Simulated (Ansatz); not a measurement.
# GeN₄H₈: taking an electron away

An exercise on one series of results from a longer session: the logs are not shown, and one member is left open.

Computed with Ansatz 0.2.0, Gaussian basis. Level: unrestricted cation, the program's frozen cores in correlated methods.

Plan: UKS PBE-D4/def2-TZVPP; UKS r2SCAN-D4/def2-TZVPP; UKS PBE0-D4/def2-TZVPP; UKS B3LYP-D4/def2-TZVPP; UKS wB97X-V/def2-TZVPP; UKS wB97M-V/def2-TZVPP; UKS B2PLYP/def2-TZVPP; UHF-CCSD(T)/def2-TZVPP; UHF-MP2/def2-QZVPP; extrapolation to the limit; then −ε(HOMO) from the neutral's earlier runs with LDA (SPW92), PBE-D4, revPBE-D4, BLYP-D4, r2SCAN-D4, B97M-V, PBE0-D4, B3LYP-D4, r2SCANh-D4, r2SCAN0-D4, HSE06-D4, BHLYP-D4, CAM-B3LYP-D4, LC-ωPBE, ωB97X-V, ωB97M-V.

### The relaxed structure

The geometry comes from an earlier relaxation with PBE0-D4 in a triple-zeta def2 set; it is a stationary point, not always the lowest conformer.

13 atoms, charge 0, spin multiplicity 1.

Atoms are counted from 1 here; the program's logs count them from 0.

Bond lengths: N1–Ge2 1.834 Å, N1–H6 1.010 Å, N1–H7 1.010 Å, Ge2–N3 1.828 Å, Ge2–N4 1.834 Å, Ge2–N5 1.820 Å, N3–H8 1.011 Å, N3–H9 1.011 Å, N4–H10 1.010 Å, N4–H11 1.010 Å, N5–H12 1.006 Å, N5–H13 1.006 Å. Angles: Ge2–N1–H6 115.6°, Ge2–N1–H7 114.3°, H6–N1–H7 109.2°, N1–Ge2–N3 102.6°, N1–Ge2–N4 123.4°, N1–Ge2–N5 105.0°, N3–Ge2–N4 102.6°, N3–Ge2–N5 119.4°, N4–Ge2–N5 105.1°, Ge2–N3–H8 113.5°, Ge2–N3–H9 113.6°, H8–N3–H9 108.6°, Ge2–N4–H10 115.6°, Ge2–N4–H11 114.3°, H10–N4–H11 109.2°, Ge2–N5–H12 118.4°, Ge2–N5–H13 118.4°, H12–N5–H13 112.5°.

The first run:

in.yaml

```yaml
crystal:
  periodic: [false, false, false]
  atoms:
    - {symbol: N, position_ang: [-1.310196, 1.136832, 0.502023]}
    - {symbol: Ge, position_ang: [0.018564, -0.042530, 0.047335]}
    - {symbol: N, position_ang: [-0.464414, -1.555994, 0.951961]}
    - {symbol: N, position_ang: [0.279379, -0.662817, -1.658695]}
    - {symbol: N, position_ang: [1.570100, 0.802688, 0.485535]}
    - {symbol: H, position_ang: [-1.279111, 2.030346, 0.032966]}
    - {symbol: H, position_ang: [-2.243733, 0.757037, 0.433196]}
    - {symbol: H, position_ang: [0.187523, -2.319786, 0.838040]}
    - {symbol: H, position_ang: [-0.616297, -1.405454, 1.939704]}
    - {symbol: H, position_ang: [0.480486, 0.042387, -2.352650]}
    - {symbol: H, position_ang: [-0.457303, -1.264359, -1.999177]}
    - {symbol: H, position_ang: [2.340018, 0.756165, -0.160374]}
    - {symbol: H, position_ang: [1.515383, 1.690786, 0.955036]}
basis:
  gaussian: {orbitals: def2-TZVPP}
total_charge: 1
magnetization: {spin_polarized: true, initial_magnetization: 1}
hamiltonian: {xc: pbe, dispersion: d4}
```

The run is started by

```
$ ansatz run in.yaml --threads 2 --pin off --events-out ev --progress --plain --max-ram 32768MiB --backend cuda --devices 0, --max-vram 18GiB
```

Steps of the session up to this table: Cation, UKS PBE-D4/def2-TZVPP; Cation, UKS r2SCAN-D4/def2-TZVPP; Cation, UKS PBE0-D4/def2-TZVPP; Cation, UKS B3LYP-D4/def2-TZVPP; Cation, UKS wB97X-V/def2-TZVPP; Cation, UKS wB97M-V/def2-TZVPP; Cation, UKS B2PLYP (frozen core)/def2-TZVPP; Cation, UHF-CCSD(T)/def2-TZVPP; Cation, UHF-MP2/def2-QZVPP.

One of the session's tables, all rows but one given; the rest of the session is left out.

For comparison, −ε(HOMO) of the neutral from earlier runs:

| functional | −ε(HOMO) (eV) |
| --- | --- |
| LDA (SPW92) | 5.60 |
| PBE-D4 | 5.43 |
| revPBE-D4 | 5.36 |
| BLYP-D4 | 5.32 |
| r2SCAN-D4 | 5.75 |
| B97M-V | 5.83 |
| PBE0-D4 | ? |
| B3LYP-D4 | 6.65 |
| r2SCANh-D4 | 6.30 |
| r2SCAN0-D4 | 7.12 |
| HSE06-D4 | 6.49 |
| BHLYP-D4 | 8.29 |
| CAM-B3LYP-D4 | 8.35 |
| LC-ωPBE | 9.77 |
| ωB97X-V | 9.38 |
| ωB97M-V | 9.28 |

Q: Estimate the row for PBE0-D4 from the others.

**Answer.** −ε(HOMO) (eV): 6.90. In the column «−ε(HOMO) (eV)» it lies between B3LYP-D4 (6.65) and r2SCAN0-D4 (7.12).

To keep in mind: The cation may have settled in a state other than its lowest; no search over hole states beyond the program's own was made.
